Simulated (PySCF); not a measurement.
# C2H7FSi2: the cost of one run

The runs use PySCF 2.14.0, with density-fitted response routines of our own; the level of theory stands in each step. All values are computed, except where a source is named. Atoms count from 0, in the outputs and in this text.

## Step 1: Starting geometry

12 atoms, charge 0, multiplicity 1; geometry from: GFN2-xTB. The atoms were then displaced at random by about 0.01 Å, so the start is not that level's minimum.

Bonds of the start (Å): F0–C1 1.34, C1–C2 1.51, C2–Si3 1.94, Si3–Si4 2.28, Si3–C1 1.95, C1–H5 1.08, C2–H6 1.08, C2–H7 1.08, Si3–H8 1.46, Si4–H9 1.48, Si4–H10 1.46, Si4–H11 1.46.

## Step 2: Optimising the geometry at PBE0-D3(BJ)/def2-SVP

Job settings and geometry (Å):

```
{"job": {"xc": "PBE0", "basis": "def2-SVP", "d3": "d3bj", "grid": 1, "shake": 0.01, "kind": "geom"}, "charge": 0, "multiplicity": 1}
F     -2.176470     1.726070     0.005270
C     -1.476850     0.581190    -0.054470
C     -0.978210     0.082630     1.277790
Si     0.461690     0.641390     0.108770
Si     1.699150    -0.920250    -1.006910
H     -2.011720    -0.111970    -0.685260
H     -1.128770    -0.963230     1.491960
H     -1.214840     0.712360     2.122350
H      0.841390     2.005340     0.461840
H      2.524110    -1.691480    -0.056720
H      0.885430    -1.861780    -1.761340
H      2.614780    -0.228540    -1.912300
```

Run with:

```console
$ OMP_NUM_THREADS=1 python probes_run.py task.json out
```

This one command runs all jobs of the session in turn.

Q: Estimate the wall time and peak memory of this first job on 1 thread of Arm Neoverse V1, shared host.

About 82 s, with a peak of 0.5 GiB.
